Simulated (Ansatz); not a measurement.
# Cl2GeH2O2: from a rough start to a minimum

What shape does Cl2GeH2O2 take? The plan is to relax it, check the end point by its vibrations and derive ideal-gas thermochemistry, and look at its orbitals and charge.

Program: Ansatz 0.2.0, Gaussian basis. Level of theory: RKS PBE0-D4/def2-TZVP. These are calculated values, not measurements.

Levels to be run: relaxation at PBE-D4/def2-SVP; relaxation at PBE0-D4/def2-TZVP; harmonic vibrations at the same level; a single point in def2-TZVPP for the fields.

## Step 1: The starting structure

SMILES `[OH][Ge]([OH])([Cl])[Cl]`, 7 atoms, charge 0, spin multiplicity 1.

Atoms are counted from 1 here; the program's logs count them from 0.

Bond lengths: O1–Ge2 1.764 Å, O1–H6 1.068 Å, Ge2–O3 1.762 Å, Ge2–Cl4 2.115 Å, Ge2–Cl5 2.170 Å, O3–H7 1.037 Å. Angles: Ge2–O1–H6 103.0°, O1–Ge2–O3 107.5°, O1–Ge2–Cl4 112.2°, O1–Ge2–Cl5 110.9°, O3–Ge2–Cl4 108.0°, O3–Ge2–Cl5 109.8°, Cl4–Ge2–Cl5 108.3°, Ge2–O3–H7 106.0°.

The start is a force-field geometry with small random shifts, so a cheaper pass at PBE-D4/def2-SVP comes first.

## Step 2: Relaxation at PBE-D4/def2-SVP (cheap first pass)

Input file in.yaml:

```yaml
crystal:
  periodic: [false, false, false]
  atoms:
    - {symbol: O, position_ang: [-0.917500, 0.267200, 1.217000]}
    - {symbol: Ge, position_ang: [-0.032600, -0.078100, -0.269700]}
    - {symbol: O, position_ang: [1.221600, -1.253500, 0.119300]}
    - {symbol: Cl, position_ang: [-1.273500, -0.916000, -1.763900]}
    - {symbol: Cl, position_ang: [0.873100, 1.725800, -1.067500]}
    - {symbol: H, position_ang: [-1.646100, 0.981300, 0.901800]}
    - {symbol: H, position_ang: [1.836200, -0.794700, 0.817300]}
basis:
  gaussian: {orbitals: def2-SVP}
hamiltonian: {xc: pbe, dispersion: d4}
relax: {f_tol: 0.03, max_steps: 200}
```

Launch:

```console
ansatz run in.yaml --threads 4 --pin off --events-out ev --progress --plain --max-ram 10444MiB
```

Standard output (excerpt; [...] marks lines left out):

```text
Functional definition: PBE
  name "PBE"
  cite "Perdew, Burke & Ernzerhof, Phys. Rev. Lett. 77, 3865 (1996) doi:10.1103/PhysRevLett.77.3865"
  parent pbe
[...]
1143 factors; their error is unknown
[...]
mean field -85652.34673086 eV, -3147.6656851132 hartree, gradient 3.1e-5 eV, S^2 0.000000; 0 other end points of the search recorded, 0 dependent functions left out
[...]
reference -85652.34676073 eV, -3147.6656862109 hartree; 42, 42 occupied and 64, 64 virtual orbitals, 1143 factors
relax step   1: F+E_penalty+E_count = -85652.55621809 eV  Δ(F+E_penalty+E_count) = +0.000e0 eV  max|allowed force component| = 2.435e0 eV/Å  Δτ_max = 0.0000 Å  (27 SCF iters, accepted)
[...]
relax step   4: F+E_penalty+E_count = -85652.83162805 eV  Δ(F+E_penalty+E_count) = -4.330e-3 eV  max|allowed force component| = 1.201e-1 eV/Å  Δτ_max = 0.0193 Å  (26 SCF iters, accepted)
[...]
relax step   7: F+E_penalty+E_count = -85652.80784298 eV  Δ(F+E_penalty+E_count) = +2.508e-2 eV  max|allowed force component| = 1.062e0 eV/Å  Δτ_max = 0.1953 Å  (30 SCF iters, rejected (line search))
[...]
relax step  10: F+E_penalty+E_count = -85652.83497942 eV  Δ(F+E_penalty+E_count) = +2.047e-4 eV  max|allowed force component| = 1.033e-1 eV/Å  Δτ_max = 0.0587 Å  (25 SCF iters, rejected (line search))
[...]
relax step  13: F+E_penalty+E_count = -85652.83553478 eV  Δ(F+E_penalty+E_count) = -1.313e-4 eV  max|allowed force component| = 4.009e-2 eV/Å  Δτ_max = 0.0276 Å  (25 SCF iters, accepted)
[...]
relax step  14: F+E_penalty+E_count = -85652.83540265 eV  Δ(F+E_penalty+E_count) = +1.321e-4 eV  max|allowed force component| = 9.599e-2 eV/Å  Δτ_max = 0.0314 Å  (26 SCF iters, rejected (line search))
[...]
relax step  15: F+E_penalty+E_count = -85652.83565101 eV  Δ(F+E_penalty+E_count) = -1.162e-4 eV  max|allowed force component| = 7.434e-3 eV/Å  Δτ_max = 0.0157 Å  (26 SCF iters, accepted)
1143 factors; their error is unknown
[...]
mean field -85652.62751560 eV, -3147.6760037620 hartree, gradient 4.7e-5 eV, S^2 0.000000; 1 other end points of the search recorded, 0 dependent functions left out
[...]
reference -85652.62754480 eV, -3147.6760048351 hartree; 42, 42 occupied and 64, 64 virtual orbitals, 1143 factors
Total energy: -85652.83568021 eV, -3147.6836536704 hartree
Atom 0 at    -0.936860     0.280002     1.165169 Å, force     0.000611     0.001426    -0.002922 eV/Å
Atom 1 at    -0.022354    -0.064603    -0.318768 Å, force     0.000849    -0.001866     0.005474 eV/Å
Atom 2 at     1.246167    -1.226289     0.088675 Å, force     0.003897     0.001912     0.004917 eV/Å
Atom 3 at    -1.215498    -0.990698    -1.845155 Å, force     0.002128     0.001489    -0.000238 eV/Å
Atom 4 at     0.766071     1.796482    -1.101115 Å, force    -0.001786    -0.000935    -0.001381 eV/Å
Atom 5 at    -1.481235     1.084503     1.059745 Å, force     0.001735    -0.001204     0.001277 eV/Å
Atom 6 at     1.704910    -0.947397     0.905748 Å, force    -0.007434    -0.000821    -0.007127 eV/Å
Dipole moment:    -0.022287     0.276745     0.328012 e Å
```

Wall time 18 s (4 threads of Arm Neoverse V1, shared host).

The steps of the relaxation: (the energy doesn't fall at every step)

```
step  energy from step 1 (eV)  largest force component (eV/Å)
   1                   0.0000                          2.4352
   2                  -0.2379                          0.9154
   3                  -0.2711                          0.3158
   4                  -0.2754                          0.1201
   5                  -0.2767                          0.1599
   6                  -0.2767                          0.1628
   7                  -0.2516                          1.0616
   8                  -0.2780                          0.1292
   9                  -0.2790                          0.0162
  10                  -0.2788                          0.1033
  11                  -0.2792                          0.0187
  12                  -0.2790                          0.1698
  13                  -0.2793                          0.0401
  14                  -0.2792                          0.0960
  15                  -0.2794                          0.0074
```

The force was under the threshold of 0.03 eV/Å already at step 9, but the program went on to step 15.

Close pairs (by a distance rule), those that changed most:

```
   bond  before (Å)  after (Å)  change (Å)
  O1–H6       1.068      0.977      -0.091
  O3–H7       1.037      0.978      -0.059
Ge2–Cl4       2.115      2.147      +0.032
 O1–Ge2       1.764      1.777      +0.013
 Ge2–O3       1.762      1.768      +0.005
Ge2–Cl5       2.170      2.167      -0.003
```

## Step 3: Geometry optimisation, PBE0-D4/def2-TZVP

Input file in.yaml:

```yaml
crystal:
  periodic: [false, false, false]
  atoms:
    - {symbol: O, position_ang: [-0.936860, 0.280002, 1.165169]}
    - {symbol: Ge, position_ang: [-0.022354, -0.064603, -0.318768]}
    - {symbol: O, position_ang: [1.246167, -1.226289, 0.088675]}
    - {symbol: Cl, position_ang: [-1.215498, -0.990698, -1.845155]}
    - {symbol: Cl, position_ang: [0.766071, 1.796482, -1.101115]}
    - {symbol: H, position_ang: [-1.481235, 1.084503, 1.059745]}
    - {symbol: H, position_ang: [1.704910, -0.947397, 0.905748]}
basis:
  gaussian: {orbitals: def2-TZVP}
hamiltonian: {xc: pbe0, dispersion: d4}
relax: {f_tol: 0.005, max_steps: 150}
```

Same command.

Standard output (excerpt; [...] marks lines left out):

```text
Functional definition: PBE0
  name "PBE0"
  cite "Adamo & Barone, J. Chem. Phys. 110, 6158 (1999) doi:10.1063/1.478522"
  cite "Perdew, Burke & Ernzerhof, Phys. Rev. Lett. 77, 3865 (1996) doi:10.1103/PhysRevLett.77.3865"
  parent pbe
[...]
1327 factors; their error is unknown
[...]
mean field -85677.14894325 eV, -3148.5771496071 hartree, gradient 2.0e-5 eV, S^2 0.000000; 0 other end points of the search recorded, 0 dependent functions left out
[...]
reference -85677.14897037 eV, -3148.5771506038 hartree; 42, 42 occupied and 154, 154 virtual orbitals, 1327 factors
relax step   1: F+E_penalty+E_count = -85677.32707124 eV  Δ(F+E_penalty+E_count) = +0.000e0 eV  max|allowed force component| = 7.197e-1 eV/Å  Δτ_max = 0.0000 Å  (30 SCF iters, accepted)
[...]
reference -85677.19836213 eV, -3148.5789657175 hartree; 42, 42 occupied and 154, 154 virtual orbitals, 1327 factors
Total energy: -85677.37848275 eV, -3148.5855850281 hartree
Atom 0 at    -0.910255     0.272510     1.132918 Å, force    -0.000777     0.000302     0.000298 eV/Å
Atom 1 at    -0.014249    -0.055823    -0.336130 Å, force     0.001351    -0.000401     0.001751 eV/Å
Atom 2 at     1.267134    -1.165640     0.071004 Å, force    -0.001044     0.002022     0.000888 eV/Å
Atom 3 at    -1.192298    -0.987442    -1.826264 Å, force     0.000080     0.000264    -0.000254 eV/Å
Atom 4 at     0.724354     1.785792    -1.119753 Å, force    -0.000173    -0.000334    -0.000710 eV/Å
Atom 5 at    -1.437481     1.074931     1.084794 Å, force     0.000996    -0.001082    -0.000619 eV/Å
Atom 6 at     1.623995    -0.992329     0.947730 Å, force    -0.000433    -0.000770    -0.001354 eV/Å
Dipole moment:    -0.051558     0.254933     0.325754 e Å
```

Run time: 43 s. Hardware: 4 threads of Arm Neoverse V1, shared host; peak memory 0.63 GiB.

Along the way:

```
step  energy from step 1 (eV)  largest force component (eV/Å)
   1                   0.0000                          0.7197
   2                  -0.0445                          0.3112
   3                  -0.0493                          0.0827
   4                  -0.0503                          0.1234
   5                  -0.0509                          0.0116
   6                  -0.0510                          0.0321
   7                  -0.0513                          0.0107
   8                  -0.0513                          0.0795
   9                  -0.0514                          0.0020
```

Distances of close pairs at the start and the end, largest changes first:

```
   bond  before (Å)  after (Å)  change (Å)
Ge2–Cl5       2.167      2.133      -0.034
Ge2–Cl4       2.147      2.116      -0.032
 O1–Ge2       1.777      1.752      -0.025
 Ge2–O3       1.768      1.743      -0.024
  O1–H6       0.977      0.961      -0.016
  O3–H7       0.978      0.962      -0.015
```

Mulliken charges at the end point, from the run's report:

```
atom  value (e)
  O1      -0.52
 Ge2       0.92
  O3      -0.52
 Cl4      -0.26
 Cl5      -0.28
  H6       0.33
  H7       0.33
```

## Step 4: Vibrations by finite differences

Input file in.yaml:

```yaml
crystal:
  periodic: [false, false, false]
  atoms:
    - {symbol: O, position_ang: [-0.910255, 0.272510, 1.132918]}
    - {symbol: Ge, position_ang: [-0.014249, -0.055823, -0.336130]}
    - {symbol: O, position_ang: [1.267134, -1.165640, 0.071004]}
    - {symbol: Cl, position_ang: [-1.192298, -0.987442, -1.826264]}
    - {symbol: Cl, position_ang: [0.724354, 1.785792, -1.119753]}
    - {symbol: H, position_ang: [-1.437481, 1.074931, 1.084794]}
    - {symbol: H, position_ang: [1.623995, -0.992329, 0.947730]}
basis:
  gaussian: {orbitals: def2-TZVP}
hamiltonian: {xc: pbe0, dispersion: d4}
phonons: {temperatures: {t_min: 298.15, t_max: 900, t_step: 200}}
```

Launched as before.

Standard output (excerpt; [...] marks lines left out):

```text
Functional definition: PBE0
  name "PBE0"
  cite "Adamo & Barone, J. Chem. Phys. 110, 6158 (1999) doi:10.1063/1.478522"
  cite "Perdew, Burke & Ernzerhof, Phys. Rev. Lett. 77, 3865 (1996) doi:10.1103/PhysRevLett.77.3865"
  parent pbe
[...]
1327 factors; their error is unknown
[...]
mean field -85677.19833381 eV, -3148.5789646768 hartree, gradient 1.6e-5 eV, S^2 0.000000; 0 other end points of the search recorded, 0 dependent functions left out
[...]
reference -85677.19836071 eV, -3148.5789656651 hartree; 42, 42 occupied and 154, 154 virtual orbitals, 1327 factors
[...]
1327 factors; their error is unknown
mean field -85677.19824177 eV, -3148.5789612941 hartree, gradient 1.1e-6 eV, S^2 0.000000; 0 other end points of the search recorded, 0 dependent functions left out
[...]
reference -85677.19826866 eV, -3148.5789622825 hartree; 42, 42 occupied and 154, 154 virtual orbitals, 1327 factors
[...]
Total energy: -85677.37848133 eV, -3148.5855849758 hartree
Atom 0 at    -0.910255     0.272510     1.132918 Å, force    -0.000760     0.000294     0.000274 eV/Å
Atom 1 at    -0.014249    -0.055823    -0.336130 Å, force     0.001351    -0.000482     0.001739 eV/Å
Atom 2 at     1.267134    -1.165640     0.071004 Å, force    -0.001021     0.002005     0.000907 eV/Å
Atom 3 at    -1.192298    -0.987442    -1.826264 Å, force     0.000088     0.000304    -0.000224 eV/Å
Atom 4 at     0.724354     1.785792    -1.119753 Å, force    -0.000183    -0.000306    -0.000715 eV/Å
Atom 5 at    -1.437481     1.074931     1.084794 Å, force     0.000982    -0.001062    -0.000614 eV/Å
Atom 6 at     1.623995    -0.992329     0.947730 Å, force    -0.000457    -0.000752    -0.001367 eV/Å
Dipole moment:    -0.051557     0.254934     0.325754 e Å
Vibrations: 101.96 142.82 160.07 199.66 212.77 235.33 267.46 425.35 458.06 740.40 768.04 926.72 944.88 3872.02 3884.08 cm⁻¹, zero-point energy 0.826951 eV
```

Wall time 2.3 min (4 threads of Arm Neoverse V1, shared host); peak memory 0.63 GiB.

Motions are named by where the mode's potential energy lies. Wavenumbers, unscaled:

```
mode  cm⁻¹             motion
   1   102  torsion with bend
   2   143  bend with torsion
   3   160  torsion with bend
   4   200  bend with torsion
   5   213  torsion with bend
   6   235  bend with torsion
   7   267  bend with torsion
   8   425      Ge–Cl stretch
   9   458      Ge–Cl stretch
  10   740       Ge–O stretch
  11   768       Ge–O stretch
  12   927               bend
  13   945               bend
  14  3872        O–H stretch
  15  3884        O–H stretch
```

From these modes and the moments of inertia (298.15 K, 1 bar, symmetry number 1):

```
                term            value
   zero-point energy      79.8 kJ/mol
          H(298) − E     102.6 kJ/mol
entropy, translation  173.4 J/(mol K)
   entropy, rotation  118.3 J/(mol K)
  entropy, vibration   78.3 J/(mol K)
      entropy, total  370.1 J/(mol K)
```

## Step 5: A single point for the fields

in.yaml, as its differences from that of step 4:

```diff
@@ -11,4 +11,4 @@
 basis:
-  gaussian: {orbitals: def2-TZVP}
+  gaussian: {orbitals: def2-TZVPP}
 hamiltonian: {xc: pbe0, dispersion: d4}
-phonons: {temperatures: {t_min: 298.15, t_max: 900, t_step: 200}}
+output: {orbitals: {seedname: orbitals}}
```

The command is unchanged.

Standard output:

```text
Functional definition: PBE0
  name "PBE0"
  cite "Adamo & Barone, J. Chem. Phys. 110, 6158 (1999) doi:10.1063/1.478522"
  cite "Perdew, Burke & Ernzerhof, Phys. Rev. Lett. 77, 3865 (1996) doi:10.1103/PhysRevLett.77.3865"
  parent pbe
  parameter a = 0.25
  parameter kappa = 0.804
  parameter beta = 0.06672455060314922
  exchange = (1 - a)*pbe_x(kappa = kappa, mu = beta*pi^2/3) + a*exact_x
  correlation = pbe_c(beta = beta)
1471 factors; their error is unknown
mean field evaluation 1: about -85668.3905 eV, gradient 7.5e1 eV
mean field evaluation 2: about -85648.7189 eV, gradient 1.3e2 eV
mean field evaluation 4: about -85676.9092 eV, gradient 4.5e0 eV
mean field evaluation 8: about -85676.9458 eV, gradient 1.7e-1 eV
mean field evaluation 16: about -85677.2867 eV, gradient 3.8e-5 eV
mean field -85677.28671674 eV, -3148.5822126894 hartree, gradient 5.4e-5 eV, S^2 0.000000; 0 other end points of the search recorded, 0 dependent functions left out
reference -85677.28674406 eV, -3148.5822136933 hartree; 42, 42 occupied and 180, 180 virtual orbitals, 1471 factors
Total energy: -85677.46686468 eV, -3148.5888330040 hartree
```

Wall time 4 s (4 threads of Arm Neoverse V1, shared host); peak memory 0.75 GiB.

The fields below are evaluated on a grid from the run's orbitals.

Frontier orbitals at PBE0-D4/def2-TZVPP, with the share of their density that lies nearest to each atom:

```
orbital  energy (eV)                                                    lies on
 HOMO-1        -9.48                 Cl5 45 %; Cl4 26 %; O1, O3 about 13 % each
   HOMO        -9.35                           Cl4, Cl5 about 43 % each; O1 6 %
   LUMO        -1.12  Ge2 31 %; Cl4, Cl5 about 20 % each; O1, O3 about 9 % each
```

ELF in a plane through or near 4 of the atoms.

Ten even steps from '0' (0.00) to '9' (0.97):
```
0000000000000000000000000000
0000000000000000000000000000
0000000000000000000000000000
0000000000000000000000000000
0000000000000011100000000000
0000000000001356532110000000
0000003552001478766763000000
0000027997300378879997100000
0000027998531247767874000000
0000026876761222443211000000
0000248976845666111000000000
0000247887523663110000000000
0000024553111112321000000000
0000000000013566543100000000
0000000000024677765210000000
0000000000125677765210000000
0000000000013455543100000000
0000000000001222210000000000
0000000000000000000000000000
0000000000000000000000000000
```
The map spans 9.1 Å across and 9.3 Å up, centred on the molecule. Atoms in the plane (x, y in Å): Ge2 (0.0, -0.3), O3 (-1.7, -0.1), H6 (1.7, 1.2), H7 (-1.9, 0.9).

On the surface of density 0.002 e/bohr³ the electrostatic potential runs, from the 1st to the 99th percentile, from -1.04 V near O3 to 2.55 V near H7.

## Step 6: Outcome

```
                  quantity            value
               point group               C1
                     steps           15 + 9
shift from the start (rms)          0.189 Å
              total energy   -85677.3785 eV
           dispersion term         -180 meV
             dipole moment           2.00 D
lowest, highest wavenumber   102, 3884 cm⁻¹
         zero-point energy      79.8 kJ/mol
       entropy at 298.15 K  370.1 J/(mol K)
                HOMO, LUMO  -9.35, -1.12 eV
```

What this shows: The atoms moved 0.19 Å (rms) from the start; the bond that changed most is O1–H6, from 1.068 to 0.961 Å. All wavenumbers are real, so the end point is a minimum. The stiffest mode, 3884 cm⁻¹, is an O–H stretch, and 4 modes under 200 cm⁻¹ make the vibrational entropy uncertain. Harmonic hybrid wavenumbers usually lie a few per cent above measured fundamentals. The largest Mulliken charge, +0.92 e, sits on Ge2. The HOMO lies mostly on Cl4, Cl5 about 43 % each; O1 6 % and the LUMO on Ge2 31 %; Cl4, Cl5 about 20 % each.
